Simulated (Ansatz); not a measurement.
**C11H9F3O2: how energies converge with the basis set**

How large a basis does C11H9F3O2 need? Two functionals are run in growing sets.

Computed with Ansatz 0.2.0, Gaussian basis. Level: one geometry, several basis sets.

Levels to be run: PBE0-D4/def2-SVP; ωB97M-V/def2-SVP; PBE0-D4/def2-QZVPP; ωB97M-V/def2-QZVPP; the functionals' def2-TZVPP values are taken from earlier runs.

1 further run of the same task is left out (it didn't finish).

## (1) Structure used throughout

All runs share one geometry, relaxed beforehand with PBE0-D4 in a triple-zeta def2 set.

SMILES `C=C(C(=O)OCc1ccccc1)C(F)(F)F`, 25 atoms, charge 0, spin multiplicity 1.

Atoms are counted from 1 here; the program's logs count them from 0.

Bond lengths: C1–C2 1.326 Å, C1–H17 1.082 Å, C1–H18 1.082 Å, C2–C3 1.489 Å, C2–C13 1.507 Å, C3–O4 1.201 Å, C3–O5 1.335 Å, O5–C6 1.442 Å, C6–C7 1.497 Å, C6–H19 1.090 Å, C6–H20 1.090 Å, C7–C8 1.391 Å, C7–C12 1.391 Å, C8–C9 1.386 Å, C8–H21 1.085 Å, C9–C10 1.387 Å, C9–H22 1.084 Å, C10–C11 1.387 Å and more. Angles: C2–C1–H17 121.2°, C2–C1–H18 120.2°, H17–C1–H18 118.6°, C1–C2–C3 123.1°, C1–C2–C13 121.2°, C3–C2–C13 115.7°, C2–C3–O4 123.5°, C2–C3–O5 111.7°, O4–C3–O5 124.7°, C3–O5–C6 116.3°, O5–C6–C7 111.4°, O5–C6–H19 104.2°, O5–C6–H20 108.7°, C7–C6–H19 111.1°, C7–C6–H20 111.4°, H19–C6–H20 109.7°, C6–C7–C8 120.1°, C6–C7–C12 120.7° and more.

As a file:

```xyz
25

C    -3.2258   -0.5179    0.6185
C    -2.5502   -1.0280   -0.4023
C    -1.3445   -0.3788   -0.9859
O    -0.6742   -0.8779   -1.8491
O    -1.1107    0.8147   -0.4360
C     0.0740    1.5035   -0.8848
C     1.2676    1.1273   -0.0639
C     1.5392    1.8017    1.1220
C     2.6288    1.4468    1.9009
C     3.4590    0.4113    1.4973
C     3.1967   -0.2645    0.3146
C     2.1061    0.0913   -0.4633
C    -2.9608   -2.3329   -1.0356
F    -3.2253   -2.1849   -2.3358
F    -2.0130   -3.2635   -0.9125
F    -4.0691   -2.8226   -0.4625
H    -4.0924   -1.0225    1.0250
H    -2.9149    0.4169    1.0648
H    -0.1678    2.5591   -0.7638
H     0.2298    1.2804   -1.9401
H     0.8919    2.6149    1.4348
H     2.8335    1.9813    2.8214
H     4.3135    0.1333    2.1037
H     3.8449   -1.0725   -0.0044
H     1.8903   -0.4407   -1.3826
```

## (2) PBE0-D4 in def2-SVP

in.yaml reads:

```yaml
crystal:
  periodic: [false, false, false]
  atoms:
    - {symbol: C, position_ang: [-3.225763, -0.517915, 0.618520]}
    - {symbol: C, position_ang: [-2.550206, -1.028017, -0.402328]}
    - {symbol: C, position_ang: [-1.344506, -0.378849, -0.985861]}
    - {symbol: O, position_ang: [-0.674230, -0.877927, -1.849097]}
    - {symbol: O, position_ang: [-1.110657, 0.814711, -0.436018]}
    - {symbol: C, position_ang: [0.074010, 1.503488, -0.884763]}
    - {symbol: C, position_ang: [1.267592, 1.127313, -0.063872]}
    - {symbol: C, position_ang: [1.539157, 1.801656, 1.122000]}
    - {symbol: C, position_ang: [2.628781, 1.446843, 1.900882]}
    - {symbol: C, position_ang: [3.459034, 0.411287, 1.497337]}
    - {symbol: C, position_ang: [3.196663, -0.264496, 0.314636]}
    - {symbol: C, position_ang: [2.106112, 0.091288, -0.463335]}
    - {symbol: C, position_ang: [-2.960773, -2.332911, -1.035614]}
    - {symbol: F, position_ang: [-3.225329, -2.184881, -2.335795]}
    - {symbol: F, position_ang: [-2.013000, -3.263482, -0.912469]}
    - {symbol: F, position_ang: [-4.069103, -2.822575, -0.462494]}
    - {symbol: H, position_ang: [-4.092421, -1.022525, 1.025015]}
    - {symbol: H, position_ang: [-2.914899, 0.416949, 1.064838]}
    - {symbol: H, position_ang: [-0.167790, 2.559073, -0.763818]}
    - {symbol: H, position_ang: [0.229833, 1.280376, -1.940087]}
    - {symbol: H, position_ang: [0.891875, 2.614884, 1.434815]}
    - {symbol: H, position_ang: [2.833458, 1.981338, 2.821446]}
    - {symbol: H, position_ang: [4.313509, 0.133273, 2.103689]}
    - {symbol: H, position_ang: [3.844913, -1.072483, -0.004441]}
    - {symbol: H, position_ang: [1.890343, -0.440720, -1.382588]}
basis:
  gaussian: {orbitals: def2-SVP}
hamiltonian: {xc: pbe0, dispersion: d4}
output: {orbitals: {seedname: orbitals}}
```

The runs that follow: ωB97M-V in def2-SVP; PBE0-D4 in def2-QZVPP; ωB97M-V in def2-QZVPP.

Q: Predict the results of all the runs planned. Wanted: PBE0-D4: double and triple zeta above quadruple; ωB97M-V: double and triple zeta above quadruple.

**Answer**, as computed:

| quantity | value |
| --- | --- |
| PBE0-D4: double and triple zeta above quadruple | 28.09, 1.20 eV |
| ωB97M-V: double and triple zeta above quadruple | 28.79, 1.12 eV |

What this shows: For PBE0-D4 the step from double to triple zeta gains 26.89 eV and the next only 1.20 eV. These are total energies; as a rule much of such shifts cancels in differences, which this series doesn't test.
